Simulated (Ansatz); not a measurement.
# TaN: the cost of one run

Computed with Ansatz 0.2.0 (DFT PBE, scalar-relativistic, plane waves, PAW, unless a step's input says otherwise).

4 further runs of the same task are left out: 4 set aside as unsound or not needed.

**1. The structure to begin with**

It takes space group Fm-3m (No. 225, cubic). The conventional cell has a = 5.098 Å, b = 5.098 Å, c = 5.098 Å, α = 90.00°, β = 90.00°, γ = 90.00°. Hf (site symmetry m-3m) is surrounded by 8 O at 2.21 Å. O (site symmetry -43m) has 4 Hf at 2.21 Å in its first shell of neighbours.

Coordinates:

```cif
data_structure
_symmetry_space_group_name_H-M 'Fm-3m'
_symmetry_Int_Tables_number 225
_cell_length_a 5.0976
_cell_length_b 5.0976
_cell_length_c 5.0976
_cell_angle_alpha 90.000
_cell_angle_beta 90.000
_cell_angle_gamma 90.000
_cell_volume 132.46
loop_
_atom_site_label
_atom_site_type_symbol
_atom_site_symmetry_multiplicity
_atom_site_Wyckoff_symbol
_atom_site_fract_x
_atom_site_fract_y
_atom_site_fract_z
_atom_site_occupancy
Hf1 Hf 4 a 0.00000 0.00000 0.00000 1
O1 O 8 c 0.25000 0.75000 0.75000 1
```

This cell was relaxed beforehand with the same method: volume 11.04 Å³/atom, gap on the mesh 3.75 eV.

**2. The film's bulk: TaN**

Relaxed beforehand at this level: -5158.9572 eV/atom, gap on the mesh none (metal).

```
CELL_PARAMETERS angstrom
0.00000 2.20863 2.20863
2.20863 0.00000 2.20863
2.20863 2.20863 0.00000
ATOMIC_POSITIONS crystal
Ta 0.50000 0.50000 0.50000
N 0.00000 0.00000 0.00000
```

The bulk reference of HfO2, the base, comes from a run made before at the same settings: -5620.4700 eV/atom.

**3. TaN strained to the base's plane**

The (111) plane of TaN is fitted to the (111) plane of HfO2, a strain of -0.1 % along x and -0.1 % along y; the third vector and the atoms relax.

input.yaml reads:

```yaml
crystal:
  lattice:
    - [6.2432735681, 0.0, 0.0]
    - [-3.121636784, 5.4068335127, 0.0]
    - [-1.560818392, 0.9011389188, 2.5521201403]
  atoms:
    - { symbol: Ta, position: [0.25, 0.25, 0.5] }
    - { symbol: Ta, position: [0.75, 0.25, 0.5] }
    - { symbol: Ta, position: [0.25, 0.75, 0.5] }
    - { symbol: Ta, position: [0.75, 0.75, 0.5] }
    - { symbol: "N", position: [0.0, 0.5, 0.0] }
    - { symbol: "N", position: [0.5, 0.5, 0.0] }
    - { symbol: "N", position: [0.0, 0.0, 0.0] }
    - { symbol: "N", position: [0.5, 0.0, 0.0] }
basis:
  ecutwfc: 420
kpoints:
  mp_grid: { grid: [6, 6, 13] }
hamiltonian:
  xc: pbe
scf:
  occupations: { method: gaussian, width: 0.1 }
output:
  forces: true
  stress: true
  eigenvalues: true
  write_density: true
  write_potential: true
  elf: true
  volumetric_format: npy
relax:
  adjacent_minimum: "off"
  f_tol: 0.01
  max_steps: 50
  cell: { fix: [a, b, gamma], stress_tol: 0.1 }
```

Run with:

```bash
ansatz run input.yaml --threads 8 --pin off --max-ram 20480MiB --backend cpu --events-out ev --progress --plain --runs-dir out
```

Q: Estimate wall time and peak memory on 8 threads of Intel Xeon 6975P-C (Granite Rapids), shared host.

About 8.9 s, with a peak of 0.85 GiB.
